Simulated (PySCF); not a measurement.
# I3V ([VI3]-): the cost of one run

Programs: PySCF 2.14.0, with routines of our own; each step states its level. All values are computed. Atoms count from 0.

## 1. The system as given

4 atoms, charge -1, states of the metal's open shell are computed; geometry from: model geometry, bond lengths from ionic radii.

## 2. Ligand-field states: state-averaged CASSCF in water

Job settings and geometry (Å):

```
{"job": {"kind": "lf", "basis": {"metal": "x2c-TZVPall", "ligand": "x2c-SVPall"}, "nevpt": true, "solvent": "water"}, "charge": -1, "metal": "V", "open_shell": "d3"}
V      0.000000     0.000000     0.000000
I      2.670000     0.000000     0.000000
I     -1.335000     2.312288     0.000000
I     -1.335000    -2.312288     0.000000
```

Method: state-averaged CASSCF of the metal d shell, SC-NEVPT2 on the averaged canonical orbitals, state-interaction spin-orbit coupling.

Run with:

```bash
$ OMP_NUM_THREADS=1 python lf_run.py task.json out
```

This one command runs all jobs of the session in turn.

**Question.** How long does this first job take on 1 thread of Intel Xeon 6975P-C, shared host, and how much memory does it need?

About 24 s, with a peak of 0.46 GiB.
